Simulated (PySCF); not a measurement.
**Be2O2: singlet, from a rhombic ring start**

The task is one start of a wider search on Be2O2: the singlet, from a rhombic ring start. It is relaxed, tested by its Hessian and followed downhill if it is a saddle.

Computed with PySCF 2.14.0. Level: PBE0, basis Be def2-TZVP, O def2-TZVP, no relativity, density fitting.

## (1) The system as given

4 atoms, charge 0, spin multiplicity 1.

Bond lengths: Be1–O3 1.749 Å, Be1–O4 1.749 Å, Be2–O3 1.749 Å, Be2–O4 1.749 Å. Angles: O3–Be1–O4 94.0°, O3–Be2–O4 94.0°, Be1–O3–Be2 86.0°, Be1–O4–Be2 86.0°.

Z-matrix (Å, degrees; charge 0 multiplicity 1):
```
Be
Be 1 2.3856
O  1 1.7490 2 47.00
O  1 1.7490 2 47.00 3 180.00
```

## (2) First SCF at the start

One driver script runs all steps and calls PySCF; scf.py shows how it sets up the SCF of each step. The optimiser is the driver's own. After this first run the driver tries any further starts and a stability analysis.

scf.py

```python
from pyscf import gto, scf, dft
mol = gto.M(atom='''
Be     1.192800     0.000000     0.000000
Be    -1.192800     0.000000     0.000000
O      0.000000     1.279100     0.000000
O      0.000000    -1.279100     0.000000''',
    basis={'Be': 'def2-TZVP', 'O': 'def2-TZVP'},
    charge=0, spin=0)
mf = dft.RKS(mol, xc='PBE0')
mf.grids.atom_grid = (50, 194)
aux = {'Be': 'def2-universal-JKFIT', 'O': 'def2-universal-JKFIT'}
mf = mf.density_fit(auxbasis=aux)
mf.conv_tol = 1e-08
mf.diis_space = 10
mf.max_cycle = 60
mf.init_guess = 'minao'
mf.verbose = 4
mf.kernel()
```

Run with:

```
$ OMP_NUM_THREADS=2 python axn.py task.json out
```

The runs that follow: Relaxing the singlet from the rhombic ring start; Vibrations and properties at this point.

Before running it: what results should come out? Wanted: minimum; geometry; wavenumbers; dipole moment; highest occupied, lowest empty level; polar-tensor charge of Be1; zero-point energy; atomisation energy.

The runs gave:

```
                                 quantity                                                                                         value
                                  minimum                                                                                  singlet, D2h
                                 geometry  Be–Be 1.729 Å, Be–O 1.480 Å (×4); Be–Be–O 54.3° (×4), Be–O–Be 71.5° (×2), O–Be–O 108.5° (×2)
                       wavenumbers (cm⁻¹)                              536 (b3u), 830 (ag), 877 (b3g), 915 (b1u), 1173 (b2u), 1203 (ag)
                            dipole moment                                                                                        0.00 D
     highest occupied, lowest empty level                                                                               -7.43, -2.39 eV
               polar-tensor charge of Be1                                                                                       +0.98 e
                        zero-point energy                                                                                   33.1 kJ/mol
                      entropy at 298.15 K                                                                               243.1 J/(mol K)
atomisation energy (no zero-point energy)                                                                                   1549 kJ/mol
```

In words: The rhombic ring start keeps its D2h symmetry and ends in a minimum. In the infrared the band at 1173 cm⁻¹ (b2u) leads. Be1 has a polar-tensor charge of +1.0 e (a dipole derivative, not a static charge), yet symmetry cancels the bond dipoles. Other starts or spin states, not run here, may lie lower.
